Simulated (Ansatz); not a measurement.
# KTmI4: the cost of one run

Program: Ansatz 0.2.0. Level of theory: DFT PBE, scalar-relativistic, plane waves, PAW; 4f electrons in the core of a trivalent norm-conserving potential, unless a step names another level. These are calculated values, not measurements.

2 further runs of the same task are left out: 2 that didn't finish. Runs told in other sessions of the task aren't counted.

**1. The system as given**

The structure is monoclinic, space group P2/m (No. 10). The conventional cell has a = 7.531 Å, b = 4.545 Å, c = 8.298 Å, α = 90.00°, β = 93.13°, γ = 90.00°. K (site symmetry 2/m) has 6 I at 3.46 to 3.82 Å in its first shell of neighbours. Around Tm (site symmetry 2/m) lie 6 I at 2.95 to 3.06 Å. I (site symmetry m) is surrounded by 2 Tm at 3.06 Å and 1 K at 3.82 Å. Around I (site symmetry m) lie 1 Tm at 2.95 Å and 2 K at 3.46 Å.

Coordinates:

```
K Tm I
1.0
     7.53080    0.00000   -0.06112
     0.00000    4.54526    0.00000
    -0.38607    0.00000    8.28923
K Tm I
1 1 4
Direct
  0.50000 0.50000 0.50000
  0.00000 0.00000 0.00000
  0.22841 0.50000 0.87565
  0.77159 0.50000 0.12435
  0.78712 0.00000 0.69142
  0.21288 0.00000 0.30858
```

It came out lowest among 20 distinct ends of the trial cells. At a tolerance of 0.02 Å it has space group P2/m (No. 10).

**2. Tight relaxation for the response runs, on the response runs' mesh and smearing**

input.yaml reads:

```yaml
crystal:
  lattice:
    - [7.5307962587, 0.0, -0.0611213801]
    - [0.0, 4.5452614065, 0.0]
    - [-0.3860653369, 0.0, 8.289233925]
  atoms:
    - { symbol: K, position: [0.5, 0.5, 0.5] }
    - { symbol: Tm, position: [0.0, 0.0, 0.0] }
    - { symbol: I, position: [0.2284135557, 0.5, 0.8756545123] }
    - { symbol: I, position: [0.7715864443, 0.5, 0.1243454877] }
    - { symbol: I, position: [0.7871177201, 0.0, 0.6914218834] }
    - { symbol: I, position: [0.2128822799, 0.0, 0.3085781166] }
basis:
  ecutwfc: 690
kpoints:
  mp_grid: { grid: [4, 6, 4] }
hamiltonian:
  xc: pbe
  pseudopotentials:
    kind: paw
    azcp: { Tm: "pseudopotentials/pbe/nc/lanthanide_3plus/Tm.nc.azcp" }
scf:
  occupations: { method: fixed }
output:
  forces: true
  stress: true
  eigenvalues: true
relax:
  adjacent_minimum: "off"
  f_tol: 0.001
  max_steps: 60
  cell: { stress_tol: 0.01 }
```

Started as:

```bash
ansatz run input.yaml --threads 3 --pin off --max-ram 8448MiB --backend cpu --events-out ev --progress --plain --runs-dir out
```

Q: Estimate wall time and peak memory on 3 threads of Arm Neoverse V2, shared host.

About 3.4 min, with a peak of 1.4 GiB.
